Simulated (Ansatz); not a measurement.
# C₂H₈Al₂Br₂: one species, many methods

An exercise on one series of results from a longer session: the logs are not shown, and one member is left open.

Program: Ansatz 0.2.0, Gaussian basis. Level of theory: functionals in def2-TZVPP, the program's frozen cores in correlated methods. These are calculated values, not measurements.

The runs, in order: LDA (SPW92), PBE-D4, revPBE-D4, BLYP-D4, r2SCAN-D4, B97M-V, PBE0-D4, B3LYP-D4, r2SCANh-D4, r2SCAN0-D4, HSE06-D4, BHLYP-D4, CAM-B3LYP-D4, LC-ωPBE, ωB97X-V, ωB97M-V, B2PLYP, PBE-QIDH; CCSD(T)/def2-SVP; MP2/def2-TZVPP; MP2/def2-QZVPP; RPA on PBE.

**Structure used throughout**

The geometry comes from an earlier relaxation with PBE0-D4 in a triple-zeta def2 set; it is a stationary point, not always the lowest conformer.

SMILES `[CH3][Al@H-]1[Br+][Al@@H-]([CH3])[Br+]1`, 14 atoms, charge 0, spin multiplicity 1.

Atoms are counted from 1 here; the program's logs count them from 0.

Bond lengths: C1–Al2 1.941 Å, C1–H7 1.094 Å, C1–H8 1.094 Å, C1–H9 1.093 Å, Al2–Br3 2.472 Å, Al2–Br6 2.472 Å, Al2–H10 1.577 Å, Br3–Al4 2.472 Å, Al4–C5 1.941 Å, Al4–Br6 2.472 Å, Al4–H11 1.577 Å, C5–H12 1.094 Å, C5–H13 1.094 Å, C5–H14 1.093 Å. Angles: Al2–C1–H7 110.9°, Al2–C1–H8 110.9°, Al2–C1–H9 111.8°, H7–C1–H8 107.5°, H7–C1–H9 107.8°, H8–C1–H9 107.8°, C1–Al2–Br3 108.3°, C1–Al2–Br6 108.3°, C1–Al2–H10 127.8°, Br3–Al2–Br6 92.9°, Br3–Al2–H10 106.9°, Br6–Al2–H10 106.9°, Al2–Br3–Al4 86.1°, Br3–Al4–C5 108.3°, Br3–Al4–Br6 92.9°, Br3–Al4–H11 106.9°, C5–Al4–Br6 108.4°, C5–Al4–H11 127.8° and more.

Set-up of the first run:

Contents of in.yaml:

```yaml
crystal:
  periodic: [false, false, false]
  atoms:
    - {symbol: C, position_ang: [1.576712, 0.349628, 1.894259]}
    - {symbol: Al, position_ang: [-0.319658, 0.746341, 1.775933]}
    - {symbol: Br, position_ang: [-0.720860, 2.011729, -0.309662]}
    - {symbol: Al, position_ang: [-1.476893, -0.137128, -1.270089]}
    - {symbol: C, position_ang: [-0.028026, -0.875002, -2.330242]}
    - {symbol: Br, position_ang: [-1.483638, -1.264127, 0.930358]}
    - {symbol: H, position_ang: [1.778927, -0.354393, 2.707246]}
    - {symbol: H, position_ang: [2.154105, 1.257433, 2.094197]}
    - {symbol: H, position_ang: [1.957394, -0.090799, 0.969219]}
    - {symbol: H, position_ang: [-1.245909, 1.380888, 2.882723]}
    - {symbol: H, position_ang: [-2.983936, 0.053856, -1.691892]}
    - {symbol: H, position_ang: [0.129363, -0.287076, -3.239634]}
    - {symbol: H, position_ang: [-0.251236, -1.901484, -2.636854]}
    - {symbol: H, position_ang: [0.913614, -0.889856, -1.775563]}
basis:
  gaussian: {orbitals: def2-TZVPP}
hamiltonian: {xc: lda}
output: {orbitals: {seedname: orbitals}}
```

Started as:

```bash
$ ansatz run in.yaml --threads 4 --pin off --events-out ev --progress --plain --max-ram 11315MiB
```

Among the steps run: LDA; PBE-D4 (GGA); revPBE-D4 (GGA); BLYP-D4 (GGA); r2SCAN-D4 (meta-GGA); B97M-V (meta-GGA); PBE0-D4 (hybrid); B3LYP-D4 (hybrid); r2SCANh-D4 (hybrid); r2SCAN0-D4 (hybrid); HSE06-D4 (hybrid); BHLYP-D4 (hybrid); CAM-B3LYP-D4 (range-separated); LC-ωPBE (range-separated); ωB97X-V (range-separated); ωB97M-V (range-separated); B2PLYP (double hybrid); PBE-QIDH (double hybrid).

One of the session's tables, all rows but one given; the rest of the session is left out.

It belongs to the step «Frontier levels by functional». 

```
  functional  HOMO (eV)  gap (eV)
 LDA (SPW92)      -6.75      5.25
      PBE-D4      -6.65      5.44
   revPBE-D4      -6.60      5.53
     BLYP-D4      -6.53      5.48
   r2SCAN-D4      -6.95      6.14
      B97M-V      -7.05      6.15
     PBE0-D4      -7.89      7.46
    B3LYP-D4      -7.69      7.09
  r2SCANh-D4      -7.41      6.84
  r2SCAN0-D4      -8.10      7.90
    HSE06-D4      -7.50      6.70
    BHLYP-D4      -9.06      9.47
CAM-B3LYP-D4      -9.25      9.78
     LC-ωPBE     -10.60     12.21
     ωB97X-V     -10.25     11.73
     ωB97M-V          ?         ?
```

**Question.** Estimate the row for ωB97M-V.

**Answer.** HOMO (eV): -10.08; gap (eV): 11.26. In the column «HOMO (eV)» it lies between ωB97X-V (-10.25) and CAM-B3LYP-D4 (-9.25).
